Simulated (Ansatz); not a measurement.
Crystal: TaVN2.

```
CELL_PARAMETERS angstrom
3.04987 0.00000 0.00000
0.00000 3.04987 0.00000
0.00000 0.00000 4.29606
ATOMIC_POSITIONS crystal
Ta 0.00000 0.00000 0.00000
V 0.50000 0.50000 0.50000
N 0.50000 0.50000 0.00000
N 0.00000 0.00000 0.50000
```

The cell comes from a database or a generator and needn't be the stable form of this composition.

Program: Ansatz 0.2.0. Alike in all runs: task single point; level PBEsol; potentials or basis Ansatz PAW; cell as given; cutoff (eV) 420; smearing fermi-dirac 0.05 eV.

Order these runs on this cell by their pressure, lowest first.
A. spin collinear, ferromagnetic start; fixed moment (μB) 3.0; k mesh 7 × 7 × 5
B. spin off; k mesh 9 × 9 × 6
C. spin collinear, ferromagnetic start; fixed moment (μB) 1.5; k mesh 7 × 7 × 5
D. spin collinear, ferromagnetic start; fixed moment (μB) 2.5; k mesh 7 × 7 × 5
E. spin collinear, ferromagnetic start; fixed moment (μB) 1.0; k mesh 7 × 7 × 5

B (-12.6 GPa), E (-10.5 GPa), C (-8.8 GPa), D (-3.8 GPa), A (-0.4 GPa).

Caveats: the PAW data sets come from PBE, with cores solved anew for the run's functional, which leaves a small shift of forces and pressure; the total moment is fixed, so each spin has its own Fermi level (some runs); the thresholds are loose for stress (some runs).

Runs at the PBE level aren't shown here.
